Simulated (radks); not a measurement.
# Sr³⁺ in [Ar] 3d10 4s2 4p5: an all-electron calculation

An exercise on one series of results from a longer session: the logs are not shown, and one member is left open.

Method: Dirac Kohn-Sham, OLYP, spin-unpolarised, spherical densities, point nucleus; open shells fill j = l - 1/2 first. Code: radks (a radial shooting solver on a logarithmic mesh, Libxc functionals) version 1.

## Starting point

| Property | Result |
| --- | --- |
| element | strontium (Z = 38) |
| charge | +3 |
| electrons | 35 |
| configuration | [Ar] 3d10 4s2 4p5 |

The first run:

Settings of this run:

```text
Z 38
configuration [Ar] 3d10 4s2 4p5 5s0 4d0
relativity Dirac
functional optx,lyp
spin unpolarised
j_filling energy
nucleus point
c 137.035999084
```

One of the session's tables, all rows but one given; the rest of the session is left out.

It belongs to the step «Orbitals and density». From the orbitals of this run (lengths in bohr):

```
level      <r>  outermost maximum (interpolated)  90 % within  nodes
1s1/2  0.03917                            0.0255       0.0701      0
2s1/2   0.1722                             0.145        0.266      1
2p1/2   0.1475                             0.114        0.241      0
2p3/2   0.1516                             0.117        0.247      0
3s1/2   0.4913                             0.436        0.729      2
3p1/2   0.4905                             0.425        0.745      1
3p3/2   0.5009                             0.434        0.760      1
3d3/2        ?                                 ?            ?      ?
3d5/2   0.4976                             0.377        0.806      0
4s1/2    1.324                              1.18         1.92      3
4p1/2    1.471                              1.28         2.17      2
4p3/2    1.499                              1.31         2.21      2
4d3/2    2.108                              1.70         3.26      1
4d5/2    2.119                              1.71         3.28      1
5s1/2    3.173                              3.01         4.46      4
```

**Question.** Estimate the row for 3d3/2.

As computed: <r>: 0.4940; outermost maximum (interpolated): 0.374; 90 % within: 0.800; nodes: 0. In the column «<r>» it lies between 3s1/2 (0.4913) and 3d5/2 (0.4976).

Limits of these values: Spin polarisation and multiplet splitting are left out.
